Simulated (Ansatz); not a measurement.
**ClH4O4Ta: basis-set convergence**

An exercise on one series of results from a longer session: the logs are not shown, and one member is left open.

Computed with Ansatz 0.2.0, Gaussian basis. Level: one geometry, several basis sets.

The runs, in order: PBE0-D4/def2-SVP; ωB97M-V/def2-SVP; PBE0-D4/def2-QZVPP; ωB97M-V/def2-QZVPP; the functionals' def2-TZVPP values are taken from earlier runs.

## The relaxed structure

An earlier PBE0-D4 in a triple-zeta def2 set relaxation fixed the geometry. Ta takes the def2 core potential; no spin-orbit term is included.

10 atoms, charge 0, spin multiplicity 1.

Atoms are counted from 1 here; the program's logs count them from 0.

Bond lengths: O1–Ta2 1.901 Å, O1–H7 0.960 Å, Ta2–O3 1.857 Å, Ta2–O4 1.901 Å, Ta2–O5 1.901 Å, Ta2–Cl6 2.449 Å, O3–H8 0.953 Å, O4–H9 0.960 Å, O5–H10 0.960 Å. Angles: Ta2–O1–H7 121.5°, O1–Ta2–O3 94.5°, O1–Ta2–O4 119.4°, O1–Ta2–O5 119.4°, O1–Ta2–Cl6 85.5°, O3–Ta2–O4 94.5°, O3–Ta2–O5 94.4°, O3–Ta2–Cl6 179.9°, O4–Ta2–O5 119.4°, O4–Ta2–Cl6 85.5°, O5–Ta2–Cl6 85.5°, Ta2–O3–H8 179.6°, Ta2–O4–H9 121.5°, Ta2–O5–H10 121.4°.

The first run:

in.yaml reads:

```yaml
crystal:
  periodic: [false, false, false]
  atoms:
    - {symbol: O, position_ang: [-1.154350, -0.988830, -1.128541]}
    - {symbol: Ta, position_ang: [0.084268, -0.102745, 0.009033]}
    - {symbol: O, position_ang: [1.232239, -1.557280, 0.135660]}
    - {symbol: O, position_ang: [-0.259096, -0.020835, 1.876876]}
    - {symbol: O, position_ang: [1.390606, 1.050192, -0.751384]}
    - {symbol: Cl, position_ang: [-1.427757, 1.817039, -0.158877]}
    - {symbol: H, position_ang: [-1.946148, -0.548734, -1.446359]}
    - {symbol: H, position_ang: [1.825777, -2.300263, 0.198770]}
    - {symbol: H, position_ang: [-0.845171, 0.641768, 2.249851]}
    - {symbol: H, position_ang: [1.182730, 1.958589, -0.982132]}
basis:
  gaussian: {orbitals: def2-SVP}
hamiltonian: {xc: pbe0, dispersion: d4}
output: {orbitals: {seedname: orbitals}}
```

Launch:

```bash
$ ansatz run in.yaml --threads 4 --pin off --events-out ev --progress --plain --max-ram 11315MiB
```

Among the steps run: PBE0-D4 in def2-SVP; ωB97M-V in def2-SVP; PBE0-D4 in def2-QZVPP; ωB97M-V in def2-QZVPP.

One of the session's tables, all rows but one given; the rest of the session is left out.

It belongs to the step «Density functionals: the series». 

```
functional       basis  HOMO (eV)
   PBE0-D4    def2-SVP      -8.30
   PBE0-D4  def2-TZVPP      -8.41
   PBE0-D4  def2-QZVPP      -8.46
   ωB97M-V    def2-SVP     -10.54
   ωB97M-V  def2-TZVPP     -10.70
   ωB97M-V  def2-QZVPP          ?
```

Q: Estimate the row for ωB97M-V, def2-QZVPP from the others.

**Answer.** HOMO (eV): -10.75. In the column «HOMO (eV)» it is the lowest.
